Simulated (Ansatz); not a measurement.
Molecular dynamics of Rb2Te2Pt

Input:

```yaml
accuracy: low
crystal:
  lattice:
    - [8.426579, 0.0, 0.0]
    - [0.0, 8.595541, 0.0]
    - [0.0, 0.0, 11.265003]
  atoms:
    - { symbol: Rb, position: [0.02893931, 0.45779055, 0.18926301] }
    - { symbol: Rb, position: [0.30381799, -0.05330946, 0.2627945] }
    - { symbol: Te, position: [0.22484419, 0.2017234, 0.00365716] }
    - { symbol: Te, position: [0.01466491, 0.31132116, 0.49758507] }
    - { symbol: Pt, position: [0.06275832, -0.03706005, 0.02128976] }
    - { symbol: Rb, position: [0.56693139, 0.47604221, 0.19511719] }
    - { symbol: Rb, position: [0.86674922, 0.01723894, 0.34330383] }
    - { symbol: Te, position: [0.78018466, 0.17185655, 0.04138403] }
    - { symbol: Te, position: [0.567826, 0.24201428, 0.47189159] }
    - { symbol: Pt, position: [0.53113306, 0.01651879, -0.01000852] }
    - { symbol: Rb, position: [0.35479452, 0.05908224, 0.67914275] }
    - { symbol: Rb, position: [0.41493255, 0.57127378, 0.74678846] }
    - { symbol: Te, position: [0.49408357, 0.68757151, 0.49576661] }
    - { symbol: Te, position: [0.31313943, 0.82857097, -0.05512395] }
    - { symbol: Pt, position: [0.27949458, 0.46657641, 0.48185501] }
    - { symbol: Rb, position: [0.84037126, 0.06341069, 0.74521196] }
    - { symbol: Rb, position: [-0.03816073, 0.50200576, 0.84919317] }
    - { symbol: Te, position: [0.02798997, 0.6811938, 0.4628701] }
    - { symbol: Te, position: [0.75058868, 0.77213195, 0.04709846] }
    - { symbol: Pt, position: [0.76656252, 0.50132052, 0.49819027] }
basis:
  ecutwfc: 420.0
kpoints:
  mp_grid: { grid: [2, 2, 2] }
hamiltonian:
  xc: pbesol
scf:
  occupations: { method: fermi_dirac, width: 0.17 }
  lower_state_search: "off"
md:
  timestep: 4.5
  n_steps: 140
  ensemble: nvt_langevin
  temperature: 1600.0
  initial_velocities: maxwell_boltzmann
  seed: 716681
  friction: 0.02
  temperature_schedule:
    - { n_steps: 105, end_temperature: 300.0 }
    - { n_steps: 35, end_temperature: 300.0 }
```

Command:

```bash
$ ansatz run input.yaml --threads 4 --pin off --max-ram 10240MiB --backend cpu --events-out ev --progress --plain --runs-dir out
```

It goes on from the last frame of an earlier run, with new velocities.

Output, in part (step lines):

```
md step     0: t =     0.00 fs  T =  1520.0 K (target 1600.0 K)  F+E_penalty+E_count = -130493.65979222 eV  E_kin = 3.929504 eV  (9 SCF iters)
md step     1: t =     4.50 fs  T =  1604.6 K (target 1593.8 K)  F+E_penalty+E_count = -130493.71696115 eV  E_kin = 4.148280 eV  (8 SCF iters)
md step     2: t =     9.00 fs  T =  1572.1 K (target 1581.4 K)  F+E_penalty+E_count = -130493.75355014 eV  E_kin = 4.064104 eV  (8 SCF iters)
md step     3: t =    13.50 fs  T =  1824.8 K (target 1569.0 K)  F+E_penalty+E_count = -130493.75923260 eV  E_kin = 4.717600 eV  (8 SCF iters)
md step     4: t =    18.00 fs  T =  1802.7 K (target 1556.7 K)  F+E_penalty+E_count = -130493.76122614 eV  E_kin = 4.660417 eV  (8 SCF iters)
md step     5: t =    22.50 fs  T =  1644.4 K (target 1544.3 K)  F+E_penalty+E_count = -130493.77103584 eV  E_kin = 4.251121 eV  (7 SCF iters)
md step     6: t =    27.00 fs  T =  1612.6 K (target 1531.9 K)  F+E_penalty+E_count = -130493.77547862 eV  E_kin = 4.168933 eV  (7 SCF iters)
md step     7: t =    31.50 fs  T =  1421.0 K (target 1519.5 K)  F+E_penalty+E_count = -130493.77110800 eV  E_kin = 3.673486 eV  (7 SCF iters)
[... lines left out ...]
md step   140: t =   630.00 fs  T =   281.8 K (target 300.0 K)  F+E_penalty+E_count = -130496.71918472 eV  E_kin = 0.728462 eV  (8 SCF iters)
```

The steps, from the saved trajectory:

```
time (fs)  T (K)  potential energy less start (eV)
      0.0   1520                             0.000
     18.0   1803                            -0.101
     36.0   1504                            -0.140
     54.0   1937                            -0.460
     72.0   1553                            -0.381
     90.0   1789                             0.038
    108.0   1161                             0.295
    126.0   1275                             0.197
    144.0   1124                             0.057
    162.0   1147                            -0.161
    180.0   1012                            -0.152
    198.0   1045                             0.040
    216.0    964                            -0.249
    234.0   1391                            -0.676
    252.0   1036                            -0.786
    270.0   1278                            -0.956
    288.0   1168                            -1.048
    306.0    819                            -1.230
    324.0    931                            -1.461
    342.0    861                            -1.543
    360.0    958                            -1.717
    378.0    750                            -1.921
    396.0    537                            -2.024
    414.0    549                            -2.115
    432.0    406                            -2.150
    450.0    371                            -2.104
    468.0    354                            -2.117
    486.0    375                            -2.229
    504.0    377                            -2.467
    522.0    434                            -2.712
    540.0    320                            -2.839
    558.0    337                            -2.958
    576.0    306                            -3.000
    594.0    260                            -2.987
    612.0    278                            -3.008
    630.0    282                            -3.059
```

All steps were run. The schedule's set-point averaged 410 K over the second half and the system 481 K, so it lags behind the ramp. A run of 0.63 ps of so small a system gives no equilibrium averages. Limits of this set-up: coarse k mesh, low accuracy level.

Mean squared displacements from the first frame to the last, about the centre of mass: Rb 0.47 Å², Te 0.24 Å², Pt 0.12 Å².

Last frame:

```xyz
20
Lattice="8.4266 0.0000 0.0000 0.0000 8.5955 0.0000 0.0000 0.0000 11.2650" Properties=species:S:1:pos:R:3
Rb 0.375 3.726 2.619
Rb 2.669 -0.191 3.332
Te 2.342 1.615 -0.096
Te 0.443 2.256 5.958
Pt 0.283 -0.122 -0.150
Rb 4.589 4.324 1.645
Rb 6.812 -0.423 3.650
Te 6.647 1.651 0.321
Te 4.671 2.266 5.551
Pt 4.560 -0.028 0.115
Rb 2.352 0.348 7.895
Rb 4.425 4.387 8.593
Te 4.596 5.612 5.101
Te 2.545 6.866 -0.420
Pt 2.508 3.993 5.560
Rb 6.619 0.184 8.291
Rb 0.173 4.455 9.322
Te 0.354 5.722 5.753
Te 6.578 6.881 0.030
Pt 6.654 4.062 5.741
```

Time of the run: 35 min on 4 threads of Arm Neoverse V2, on a shared host, peak memory 3.7 GiB.
